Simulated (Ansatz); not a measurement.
**BW (sextet): energies up the ladder**

Wanted for BW (sextet): energies up the ladder. Spin multiplicity 6.

Method: the levels named in each step, in Ansatz 0.2.0.

## (1) The starting structure

Bond lengths: B1–W2 1.999 Å.

Structure file:

```xyz
2

B     0.0000    0.0000    0.0000
W     0.0000    0.0000    1.9987
```

## (2) A rough first relaxation, PBE-D4/def2-SVP

input.yaml reads:

```yaml
crystal:
  periodic: [false, false, false]
  atoms:
    - { symbol: B, position_ang: [0.0, 0.0, 0.0] }
    - { symbol: W, position_ang: [0.0, 0.0, 1.9987] }
magnetization:
  spin_polarized: true
  initial_magnetization: 5
basis:
  gaussian: { orbitals: def2-SVP }
hamiltonian:
  xc: pbe
  dispersion: d4
relax:
  f_tol: 0.03
  max_steps: 200
```

On the command line:

```sh
> ansatz run input.yaml --threads 2 --pin off --max-ram 5120MiB --backend cpu --events-out ev --progress --plain --runs-dir out
```

Output, cut to the lines that bear on the results:

```text
Warning: RAYON_NUM_THREADS=2 ignored (pool sized by the plan → 2); use --threads N
[...]
Functional definition: PBE
[...]
461 factors; their error is unknown
[...]
mean field -2494.36743720 eV, -91.6663125742 hartree, gradient 9.7e-6 eV, S^2 8.809767; 10 other end points of the search recorded, 0 dependent functions left out
[...]
reference -2494.36746996 eV, -91.6663137781 hartree; 12, 7 occupied and 34, 39 virtual orbitals, 461 factors
relax step   1: F+E_penalty+E_count = -2494.41340470 eV  Δ(F+E_penalty+E_count) = +0.000e0 eV  max|allowed force component| = 4.425e-1 eV/Å  Δτ_max = 0.0000 Å  (341 SCF iters, accepted)
[...]
relax step   2: F+E_penalty+E_count = -2494.41841635 eV  Δ(F+E_penalty+E_count) = -5.012e-3 eV  max|allowed force component| = 1.543e-2 eV/Å  Δτ_max = 0.0108 Å  (40 SCF iters, accepted)
461 factors; their error is unknown
[...]
mean field -2494.37244475 eV, -91.6664965983 hartree, gradient 9.6e-6 eV, S^2 8.803208; 10 other end points of the search recorded, 0 dependent functions left out
[...]
reference -2494.37247760 eV, -91.6664978053 hartree; 12, 7 occupied and 34, 39 virtual orbitals, 461 factors
Total energy: -2494.41844920 eV, -91.6681872304 hartree
Atom 0 at     0.000000     0.000000     0.010771 Å, force    -0.000000    -0.000000     0.015435 eV/Å
Atom 1 at    -0.000000    -0.000000     1.987929 Å, force     0.000000     0.000000    -0.015435 eV/Å
Dipole moment:     0.000000     0.000000     0.520005 e Å
```

Wall time 18 s (2 threads of Intel Xeon Platinum 8175M at 2.50GHz (Skylake/Cascade Lake), shared host); peak memory 0.14 GiB.

Relaxation path:

| step | E - E(step 1) (eV) | largest force component (eV/Å) |
| --- | --- | --- |
| 1 | 0.0000 | 0.4425 |
| 2 | -0.0050 | 0.0154 |

Step 1 is the start.

Before: Bond lengths: B1–W2 1.999 Å.

After: Bond lengths: B1–W2 1.977 Å.

## (3) Relaxation, PBE0-D4/def2-TZVPP

input.yaml reads:

```yaml
crystal:
  periodic: [false, false, false]
  atoms:
    - { symbol: B, position_ang: [0.0, 0.0, 0.01077101] }
    - { symbol: W, position_ang: [0.0, 0.0, 1.98792899] }
magnetization:
  spin_polarized: true
  initial_magnetization: 5
basis:
  gaussian: { orbitals: def2-TZVPP }
hamiltonian:
  xc: pbe0
  dispersion: d4
relax:
  f_tol: 0.002
  max_steps: 150
```

On the command line:

```sh
> ansatz run input.yaml --threads 2 --pin off --max-ram 5120MiB --backend cpu --events-out ev --progress --plain --runs-dir out
```

Output, cut to the lines that bear on the results:

```text
Warning: RAYON_NUM_THREADS=2 ignored (pool sized by the plan → 2); use --threads N
[...]
Functional definition: PBE0
[...]
569 factors; their error is unknown
[...]
mean field -2494.08583394 eV, -91.6559638454 hartree, gradient 1.5e-6 eV, S^2 8.892561; 3 other end points of the search recorded, 0 dependent functions left out
[...]
reference -2494.08585936 eV, -91.6559647794 hartree; 12, 7 occupied and 75, 80 virtual orbitals, 569 factors
relax step   1: F+E_penalty+E_count = -2494.12436093 eV  Δ(F+E_penalty+E_count) = +0.000e0 eV  max|allowed force component| = 3.418e-1 eV/Å  Δτ_max = 0.0000 Å  (78 SCF iters, accepted)
[...]
relax step   2: F+E_penalty+E_count = -2494.12741839 eV  Δ(F+E_penalty+E_count) = -3.057e-3 eV  max|allowed force component| = 5.447e-2 eV/Å  Δτ_max = 0.0076 Å  (54 SCF iters, accepted)
[...]
relax step   3: F+E_penalty+E_count = -2494.12749377 eV  Δ(F+E_penalty+E_count) = -7.537e-5 eV  max|allowed force component| = 9.759e-4 eV/Å  Δτ_max = 0.0014 Å  (60 SCF iters, accepted)
569 factors; their error is unknown
[...]
mean field -2494.08895983 eV, -91.6560787197 hartree, gradient 2.9e-6 eV, S^2 8.877543; 4 other end points of the search recorded, 0 dependent functions left out
[...]
reference -2494.08898523 eV, -91.6560796529 hartree; 12, 7 occupied and 75, 80 virtual orbitals, 569 factors
Total energy: -2494.12751916 eV, -91.6574957488 hartree
Atom 0 at     0.000000    -0.000000     0.019816 Å, force     0.000000    -0.000000    -0.000976 eV/Å
Atom 1 at    -0.000000     0.000000     1.978884 Å, force    -0.000000     0.000000     0.000976 eV/Å
Dipole moment:    -0.000000     0.000000     0.579574 e Å
```

Run time: 32 s. Hardware: 2 threads of Intel Xeon Platinum 8175M at 2.50GHz (Skylake/Cascade Lake), shared host; peak memory 0.22 GiB.

Step by step:

```
step  E - E(step 1) (eV)  largest force component (eV/Å)
   1              0.0000                          0.3418
   2             -0.0031                          0.0545
   3             -0.0031                          0.0010
```

Step 1 is the start.

Before: Bond lengths: B1–W2 1.977 Å.

After: Bond lengths: B1–W2 1.959 Å.

## (4) Frequencies, PBE0-D4/def2-TZVPP

input.yaml reads:

```yaml
crystal:
  periodic: [false, false, false]
  atoms:
    - { symbol: B, position_ang: [0.0, 0.0, 0.01981577] }
    - { symbol: W, position_ang: [0.0, 0.0, 1.97888423] }
magnetization:
  spin_polarized: true
  initial_magnetization: 5
basis:
  gaussian: { orbitals: def2-TZVPP }
hamiltonian:
  xc: pbe0
  dispersion: d4
phonons: {}
```

On the command line:

```sh
> ansatz run input.yaml --threads 2 --pin off --max-ram 5120MiB --backend cpu --events-out ev --progress --plain --runs-dir out
```

Output, cut to the lines that bear on the results:

```text
Warning: RAYON_NUM_THREADS=2 ignored (pool sized by the plan → 2); use --threads N
[...]
[... 1 set-up line as earlier in the session ...]
[...]
569 factors; their error is unknown
[...]
mean field -2494.08895983 eV, -91.6560787197 hartree, gradient 2.6e-6 eV, S^2 8.877542; 2 other end points of the search recorded, 0 dependent functions left out
[...]
reference -2494.08898523 eV, -91.6560796529 hartree; 12, 7 occupied and 75, 80 virtual orbitals, 569 factors
[...]
569 factors; their error is unknown
mean field -2494.08895984 eV, -91.6560787198 hartree, gradient 2.2e-6 eV, S^2 8.877544; 0 other end points of the search recorded, 0 dependent functions left out
[...]
reference -2494.08898523 eV, -91.6560796529 hartree; 12, 7 occupied and 75, 80 virtual orbitals, 569 factors
[...]
569 factors; their error is unknown
[...]
reference -2494.08898523 eV, -91.6560796529 hartree; 12, 7 occupied and 75, 80 virtual orbitals, 569 factors
[...]
569 factors; their error is unknown
mean field -2494.08890175 eV, -91.6560765850 hartree, gradient 1.7e-6 eV, S^2 8.879536; 0 other end points of the search recorded, 0 dependent functions left out
[...]
reference -2494.08892714 eV, -91.6560775183 hartree; 12, 7 occupied and 75, 80 virtual orbitals, 569 factors
[...]
569 factors; their error is unknown
[...]
mean field -2494.08889362 eV, -91.6560762865 hartree, gradient 2.5e-6 eV, S^2 8.875574; 0 other end points of the search recorded, 0 dependent functions left out
[...]
reference -2494.08891901 eV, -91.6560772196 hartree; 12, 7 occupied and 75, 80 virtual orbitals, 569 factors
Total energy: -2494.12751916 eV, -91.6574957488 hartree
Atom 0 at     0.000000     0.000000     0.019816 Å, force     0.000000    -0.000000    -0.000974 eV/Å
Atom 1 at     0.000000     0.000000     1.978884 Å, force    -0.000000     0.000000     0.000974 eV/Å
Dipole moment:     0.000000     0.000000     0.579575 e Å
Vibrations: 727.81 cm⁻¹, zero-point energy 0.045118 eV
```

It took 38 s on 2 threads of Intel Xeon Platinum 8175M at 2.50GHz (Skylake/Cascade Lake), shared host; peak memory 0.21 GiB.

Harmonic frequencies (cm⁻¹; negative: imaginary): 728.

## (5) Single point, PBE-D4/def2-TZVPP

input.yaml: that of step 4 with these lines changed.

```diff
@@ -11,4 +11,3 @@
 hamiltonian:
-  xc: pbe0
+  xc: pbe
   dispersion: d4
-phonons: {}
```

On the command line:

```sh
> ansatz run input.yaml --threads 2 --pin off --max-ram 5120MiB --backend cpu --events-out ev --progress --plain --runs-dir out
```

Output:

```text
Warning: RAYON_NUM_THREADS=2 ignored (pool sized by the plan → 2); use --threads N
Engine: ansatz 0.2.0, x86_64-unknown-linux-gnu
[... 1 set-up line as earlier in the session ...]
  parameter kappa = 0.804
  parameter beta = 0.06672455060314922
  exchange = pbe_x(kappa = kappa, mu = beta*pi^2/3)
  correlation = pbe_c(beta = beta)
504 factors; their error is unknown
mean field evaluation 1: about -2491.3363 eV, gradient 2.6e1 eV
mean field evaluation 2: about -2471.0993 eV, gradient 5.9e1 eV
mean field evaluation 4: about -2494.3375 eV, gradient 1.3e1 eV
mean field evaluation 8: about -2495.3488 eV, gradient 1.1e-1 eV
mean field evaluation 16: about -2495.3455 eV, gradient 8.7e-5 eV
mean field evaluation 32: about -2494.9339 eV, gradient 1.4e0 eV
mean field evaluation 64: about -2495.3455 eV, gradient 4.1e-6 eV
mean field evaluation 96: about -2495.0135 eV, gradient 4.3e0 eV
mean field -2495.34549762 eV, -91.7022556316 hartree, gradient 1.3e-5 eV, S^2 8.807566; 9 other end points of the search recorded, 0 dependent functions left out
reference -2495.34553160 eV, -91.7022568804 hartree; 12, 7 occupied and 75, 80 virtual orbitals, 504 factors
Total energy: -2495.39151497 eV, -91.7039467380 hartree
```

Wall time 13 s (2 threads of Intel Xeon Platinum 8175M at 2.50GHz (Skylake/Cascade Lake), shared host); peak memory 0.19 GiB.

## (6) Single point, r2SCAN-D4/def2-TZVPP

input.yaml: that of step 5 with these lines changed.

```diff
@@ -11,3 +11,3 @@
 hamiltonian:
-  xc: pbe
+  xc: r2scan
   dispersion: d4
```

On the command line:

```sh
> ansatz run input.yaml --threads 2 --pin off --max-ram 5120MiB --backend cpu --events-out ev --progress --plain --runs-dir out
```

Output:

```text
Warning: RAYON_NUM_THREADS=2 ignored (pool sized by the plan → 2); use --threads N
[... 1 set-up line as earlier in the session ...]
Functional definition: r2SCAN
  parameter k0 = 0.174
  parameter k1 = 0.065
  parameter a1 = 4.9479
  exchange = r2scan_x(k0 = k0, k1 = k1, a1 = a1)
  correlation = r2scan_c
504 factors; their error is unknown
mean field evaluation 1: about -2492.8688 eV, gradient 2.4e1 eV
mean field evaluation 2: about -2481.1033 eV, gradient 4.8e1 eV
mean field evaluation 4: about -2495.5827 eV, gradient 8.6e0 eV
mean field evaluation 8: about -2496.0586 eV, gradient 9.9e-2 eV
mean field evaluation 16: about -2496.0568 eV, gradient 3.0e-4 eV
mean field evaluation 32: about -2496.0568 eV, gradient 5.0e-5 eV
mean field evaluation 64: about -2495.6876 eV, gradient 4.5e0 eV
mean field -2496.05677799 eV, -91.7283947031 hartree, gradient 9.0e-6 eV, S^2 8.908911; 6 other end points of the search recorded, 0 dependent functions left out
reference -2496.05679331 eV, -91.7283952659 hartree; 12, 7 occupied and 75, 80 virtual orbitals, 504 factors
Total energy: -2496.06472106 eV, -91.7286866055 hartree
```

Wall time 15 s (2 threads of Intel Xeon Platinum 8175M at 2.50GHz (Skylake/Cascade Lake), shared host); peak memory 0.22 GiB.

## (7) Single point, B3LYP-D4/def2-TZVPP

input.yaml: that of step 6 with these lines changed.

```diff
@@ -11,3 +11,3 @@
 hamiltonian:
-  xc: r2scan
+  xc: { name: B3LYP }
   dispersion: d4
```

On the command line:

```sh
> ansatz run input.yaml --threads 2 --pin off --max-ram 5120MiB --backend cpu --events-out ev --progress --plain --runs-dir out
```

Output:

```text
Warning: RAYON_NUM_THREADS=2 ignored (pool sized by the plan → 2); use --threads N
[... 1 set-up line as earlier in the session ...]
Functional definition: B3LYP
  parameter a0 = 0.2
  parameter ax = 0.72
  parameter ac = 0.81
  exchange = (1 - a0 - ax)*slater_x + ax*b88_x + a0*exact_x
  correlation = (1 - ac)*vwn_rpa_c + ac*lyp_c
549 factors; their error is unknown
mean field evaluation 1: about -2493.1279 eV, gradient 2.2e1 eV
mean field evaluation 2: about -2484.8708 eV, gradient 4.2e1 eV
mean field evaluation 4: about -2495.5638 eV, gradient 7.0e0 eV
mean field evaluation 8: about -2495.8524 eV, gradient 1.4e-1 eV
mean field evaluation 16: about -2495.8605 eV, gradient 4.3e-4 eV
mean field evaluation 32: about -2495.7222 eV, gradient 1.4e0 eV
mean field -2495.86048459 eV, -91.7211810536 hartree, gradient 1.3e-5 eV, S^2 8.819233; 2 other end points of the search recorded, 0 dependent functions left out
reference -2495.86066007 eV, -91.7211875025 hartree; 12, 7 occupied and 75, 80 virtual orbitals, 549 factors
Total energy: -2495.93819258 eV, -91.7240367696 hartree
```

Run time: 6.2 s. Hardware: 2 threads of Intel Xeon Platinum 8175M at 2.50GHz (Skylake/Cascade Lake), shared host; peak memory 0.2 GiB.

## (8) Single point, wB97M-V/def2-TZVPP

input.yaml: that of step 7 with these lines changed.

```diff
@@ -11,3 +11,2 @@
 hamiltonian:
-  xc: { name: B3LYP }
-  dispersion: d4
+  xc: { name: wB97M-V }
```

On the command line:

```sh
> ansatz run input.yaml --threads 2 --pin off --max-ram 5120MiB --backend cpu --events-out ev --progress --plain --runs-dir out
```

Output, cut to the lines that bear on the results:

```text
Warning: RAYON_NUM_THREADS=2 ignored (pool sized by the plan → 2); use --threads N
[...]
Functional definition: wB97M-V
[...]
  gx(w, u) = 1 - cx + cx01*u + cx10*w
  gss(w, u) = css00 + css04*u^4 + css10*w + css20*w^2 + css43*w^4*u^3
  gos(w, u) = cos00 + cos10*w + (cos20 + cos21*u)*w^2 + (cos60 + cos61*u)*w^6
[...]
      + integral(e_c_pw_mod_opposite_spin*gos(b97_w_opposite, b97_u_opposite)) + vv10(b, c)
509 factors; their error is unknown
121 factors; integrals over basis functions are off by at most 3.5e-5 eV
[...]
mean field -2492.02623115 eV, -91.5802748386 hartree, gradient 2.4e-6 eV, S^2 8.836171; 4 other end points of the search recorded, 0 dependent functions left out
reference -2492.02626492 eV, -91.5802760796 hartree; 12, 7 occupied and 75, 80 virtual orbitals, 509 factors
Total energy: -2492.02626492 eV, -91.5802760796 hartree
```

It took 20 s on 2 threads of Intel Xeon Platinum 8175M at 2.50GHz (Skylake/Cascade Lake), shared host; peak memory 0.33 GiB.

## (9) Single point, B2PLYP/def2-TZVPP

input.yaml: that of step 8 with these lines changed.

```diff
@@ -11,2 +11,2 @@
 hamiltonian:
-  xc: { name: wB97M-V }
+  xc: { name: B2PLYP }
```

On the command line:

```sh
> ansatz run input.yaml --threads 2 --pin off --max-ram 5120MiB --backend cpu --events-out ev --progress --plain --runs-dir out
```

Output, cut to the lines that bear on the results:

```text
Warning: RAYON_NUM_THREADS=2 ignored (pool sized by the plan → 2); use --threads N
[...]
Functional definition: B2PLYP
[...]
570 factors; integrals over basis functions are off by at most 8.1e-4 eV
[...]
mean field -2487.09015023 eV, -91.3988772107 hartree, gradient 7.4e-6 eV, S^2 9.019132; 2 other end points of the search recorded, 0 dependent functions left out
1 core orbitals not correlated: weight in the atoms' cores, before any rotation towards them, 1.000 or more for the frozen orbitals, at most 0.000 for the correlated occupied ones
reference -2487.09026098 eV, -91.3988812808 hartree; 11, 6 occupied and 75, 80 virtual orbitals, 570 factors
second order -14.39608569 eV of doubles, -0.00000000 eV of singles
Total energy: -2490.97720412 eV, -91.5417238064 hartree
```

Run time: 7.6 s. Hardware: 2 threads of Intel Xeon Platinum 8175M at 2.50GHz (Skylake/Cascade Lake), shared host; peak memory 0.17 GiB.

## (10) Single point, LDA/def2-TZVPP

input.yaml: that of step 9 with these lines changed.

```diff
@@ -11,2 +11,2 @@
 hamiltonian:
-  xc: { name: B2PLYP }
+  xc: lda
```

On the command line:

```sh
> ansatz run input.yaml --threads 2 --pin off --max-ram 5120MiB --backend cpu --events-out ev --progress --plain --runs-dir out
```

Output:

```text
Warning: RAYON_NUM_THREADS=2 ignored (pool sized by the plan → 2); use --threads N
[... 1 set-up line as earlier in the session ...]
Functional definition: SPW92
  exchange = slater_x
  correlation = pw_c
504 factors; their error is unknown
mean field evaluation 1: about -2479.9446 eV, gradient 2.6e1 eV
mean field evaluation 2: about -2458.2844 eV, gradient 6.1e1 eV
mean field evaluation 4: about -2482.7573 eV, gradient 1.4e1 eV
mean field evaluation 8: about -2483.9956 eV, gradient 6.9e-2 eV
mean field evaluation 16: about -2483.9957 eV, gradient 2.8e-5 eV
mean field evaluation 32: about -2481.7884 eV, gradient 6.5e-2 eV
mean field evaluation 64: about -2483.6440 eV, gradient 6.8e-1 eV
mean field evaluation 96: about -2480.3117 eV, gradient 1.1e1 eV
mean field evaluation 128: about -2483.9957 eV, gradient 1.7e-5 eV
mean field -2483.99574125 eV, -91.2851597782 hartree, gradient 3.4e-6 eV, S^2 8.775320; 11 other end points of the search recorded, 0 dependent functions left out
reference -2483.99576910 eV, -91.2851608015 hartree; 12, 7 occupied and 75, 80 virtual orbitals, 504 factors
Total energy: -2483.99576910 eV, -91.2851608015 hartree
```

Run time: 5.5 s. Hardware: 2 threads of Intel Xeon Platinum 8175M at 2.50GHz (Skylake/Cascade Lake), shared host; peak memory 0.17 GiB.

## (11) Single point, PBE0-D4/def2-SVP

input.yaml: that of step 10 with these lines changed.

```diff
@@ -9,4 +9,5 @@
 basis:
-  gaussian: { orbitals: def2-TZVPP }
+  gaussian: { orbitals: def2-SVP }
 hamiltonian:
-  xc: lda
+  xc: pbe0
+  dispersion: d4
```

On the command line:

```sh
> ansatz run input.yaml --threads 2 --pin off --max-ram 5120MiB --backend cpu --events-out ev --progress --plain --runs-dir out
```

Output:

```text
Warning: RAYON_NUM_THREADS=2 ignored (pool sized by the plan → 2); use --threads N
[... 2 set-up lines as earlier in the session ...]
  parameter a = 0.25
[... 2 set-up lines as earlier in the session ...]
  exchange = (1 - a)*pbe_x(kappa = kappa, mu = beta*pi^2/3) + a*exact_x
[... 1 set-up line as earlier in the session ...]
461 factors; integrals over basis functions are off by at most 9.6e-4 eV
mean field evaluation 1: about -2491.2596 eV, gradient 1.7e1 eV
mean field evaluation 2: about -2491.2328 eV, gradient 1.9e1 eV
mean field evaluation 4: about -2492.9639 eV, gradient 2.6e0 eV
mean field evaluation 8: about -2493.0688 eV, gradient 2.8e-1 eV
mean field evaluation 16: about -2493.0776 eV, gradient 1.0e-3 eV
mean field evaluation 32: about -2492.3142 eV, gradient 5.2e0 eV
mean field -2493.07759578 eV, -91.6189117764 hartree, gradient 1.0e-5 eV, S^2 8.861098; 3 other end points of the search recorded, 0 dependent functions left out
reference -2493.07762003 eV, -91.6189126673 hartree; 12, 7 occupied and 34, 39 virtual orbitals, 461 factors
Total energy: -2493.11615396 eV, -91.6203287632 hartree
```

Wall time 2.6 s (2 threads of Intel Xeon Platinum 8175M at 2.50GHz (Skylake/Cascade Lake), shared host); peak memory 0.13 GiB.

## (12) Single point, PBE-D4/def2-SVP

input.yaml: that of step 11 with these lines changed.

```diff
@@ -11,3 +11,3 @@
 hamiltonian:
-  xc: pbe0
+  xc: pbe
   dispersion: d4
```

On the command line:

```sh
> ansatz run input.yaml --threads 2 --pin off --max-ram 5120MiB --backend cpu --events-out ev --progress --plain --runs-dir out
```

Output, cut to the lines that bear on the results:

```text
Warning: RAYON_NUM_THREADS=2 ignored (pool sized by the plan → 2); use --threads N
[... 6 set-up lines as earlier in the session ...]
461 factors; their error is unknown
mean field evaluation 1: about -2491.3778 eV, gradient 2.1e1 eV
mean field evaluation 2: about -2479.4710 eV, gradient 4.6e1 eV
mean field evaluation 4: about -2494.0340 eV, gradient 7.4e0 eV
mean field evaluation 8: about -2494.3689 eV, gradient 1.2e-1 eV
mean field evaluation 16: about -2494.3692 eV, gradient 3.2e-5 eV
mean field evaluation 32: about -2493.9378 eV, gradient 9.4e-2 eV
mean field evaluation 64: about -2493.9809 eV, gradient 6.1e-1 eV
mean field evaluation 96: about -2494.2704 eV, gradient 6.2e-1 eV
mean field -2494.36920162 eV, -91.6663774154 hartree, gradient 9.3e-6 eV, S^2 8.798280; 8 other end points of the search recorded, 0 dependent functions left out
reference -2494.36923454 eV, -91.6663786250 hartree; 12, 7 occupied and 34, 39 virtual orbitals, 461 factors
Total energy: -2494.41521790 eV, -91.6680684826 hartree
```

Wall time 5.7 s (2 threads of Intel Xeon Platinum 8175M at 2.50GHz (Skylake/Cascade Lake), shared host); peak memory 0.13 GiB.

## (13) Geometries side by side

```
             level  B1–W2 (Å)  rotational constants (MHz)  dipole (D)  highest frequency (cm⁻¹)  CPU time
PBE0-D4/def2-TZVPP     1.9591                       12677        2.78                       728      55 s
```

Constants are for the commonest isotopes at the equilibrium geometry; times are CPU times of the relaxations.

## (14) Total energies

```
               level  energy (eV)  CPU time
   PBE-D4/def2-TZVPP   -2495.3915      25 s
r2SCAN-D4/def2-TZVPP   -2496.0647      29 s
 B3LYP-D4/def2-TZVPP   -2495.9382      12 s
  wB97M-V/def2-TZVPP   -2492.0263      40 s
   B2PLYP/def2-TZVPP   -2490.9772      15 s
      LDA/def2-TZVPP   -2483.9958      10 s
    PBE0-D4/def2-SVP   -2493.1162     4.7 s
     PBE-D4/def2-SVP   -2494.4152      11 s
```

## (15) Summary of results

```
                         quantity         value
      B1–W2 at PBE0-D4/def2-TZVPP       1.959 Å
frequencies at PBE0-D4/def2-TZVPP      728 cm⁻¹
        energy at PBE-D4/def2-SVP  -2494.415 eV
```

What this shows: No mode is imaginary, so the geometry is a minimum. These totals serve in differences with atoms or fragments at the same level; alone they don't rank the methods. <S²> exceeds the pure value by up to 0.27: some mean fields break spin symmetry, which blurs their results. Heavy atoms carry effective core potentials in def2 sets, and spin-orbit coupling is left out.
